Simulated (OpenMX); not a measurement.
HfIn4SiO6:

```
Hf In Si O
1.0
     2.71585   -4.70357    0.00833
     2.71585    4.70357    0.00833
    -1.87915    0.00000    7.40127
Hf In Si O
1 4 1 6
Direct
  0.78835 0.21165 0.00000
  0.62175 0.37825 0.50000
  0.45502 0.54498 0.00000
  0.28407 0.71593 0.50000
  0.95814 0.04186 0.50000
  0.12168 0.87832 0.00000
  0.06219 0.11415 0.86666
  0.88585 0.93781 0.13334
  0.79490 0.53784 0.86663
  0.46216 0.20510 0.13337
  0.15352 0.62879 0.13333
  0.37121 0.84648 0.86667
```

The cell was built by a generator and needn't be a form met in nature.

Base run:

- Program: OpenMX 3.8.5
- Functional: PBE
- Potentials or basis: OpenMX 2013 PBE set, Hf7.0-s3p2d2f1, In7.0-s3p2d2, Si7.0-s2p2d1, O6.0-s2p2d1, grid cutoff 500 Ry
- k mesh: 7 × 7 × 5
- Occupations: fermi-dirac, width 0.05 eV
- Spin: no spin polarisation

Its results: pressure 0.7 GPa; largest force 0.313 eV/Å.

**Question.** The run is repeated on the same cell with these changes: potentials or basis from OpenMX 2013 PBE set, Hf7.0-s3p2d2f1, In7.0-s3p2d2, Si7.0-s2p2d1, O6.0-s2p2d1, grid cutoff 500 Ry to OpenMX 2013 PBE set, Hf7.0-s3p2d2, In7.0-s3p2d1, Si7.0-s2p1d1, O6.0-s2p2, grid cutoff 500 Ry. What comes out?

**Answer.** Pressure 3.0 GPa; largest force 0.375 eV/Å.

Caveats: the basis of atomic orbitals isn't converged, which shifts pressures, moduli and gaps.
